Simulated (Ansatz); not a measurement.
# Zn (hcp type): the cost of one run

Method: DFT, PBE, PAW with Ansatz's default frozen-core files, scalar-relativistic, in Ansatz 0.2.0.

## 1. Starting point

The structure is hexagonal, space group P6_3/mmc (No. 194). The conventional cell has a = 2.785 Å, b = 2.785 Å, c = 4.512 Å, α = 90.00°, β = 90.00°, γ = 120.00°. Zn (site symmetry -6m2) is surrounded by 12 Zn at 2.77 to 2.79 Å.

Coordinates:

```xyz
2
Lattice="2.7851 0.0000 0.0000 -1.3925 2.4119 0.0000 0.0000 0.0000 4.5118" Properties=species:S:1:pos:R:3 pbc="T T T"
Zn    0.0000    1.6080    1.1280
Zn    1.3925    0.8040    3.3839
```

Atoms are numbered in the order of the input: Zn1, Zn2.

## 2. Bulk cell relaxed, PAW

input.yaml reads:

```yaml
crystal:
  lattice:
    - [2.7850770257, 0.0, 0.0]
    - [-1.3925385129, 2.4119474558, 0.0]
    - [0.0, 0.0, 4.5118247817]
  atoms:
    - { symbol: Zn, position: [0.3333333333, 0.6666666667, 0.25] }
    - { symbol: Zn, position: [0.6666666667, 0.3333333333, 0.75] }
kpoints:
  mp_grid: { grid: [18, 18, 10] }
scf:
  occupations: { method: fermi_dirac, width: 0.1 }
hamiltonian:
  xc: pbe
  pseudopotentials: { kind: paw }
output:
  forces: true
  stress: true
relax:
  f_tol: 0.005
  max_steps: 40
  cell: {}
```

Run with:

```console
> ansatz run input.yaml --threads 2 --pin off --max-ram 4096MiB --backend cpu --events-out ev --progress --plain --runs-dir out
```

What time and memory should one allow on 2 threads of Arm Neoverse V2, shared host?

About 29 s, with a peak of 0.38 GiB.
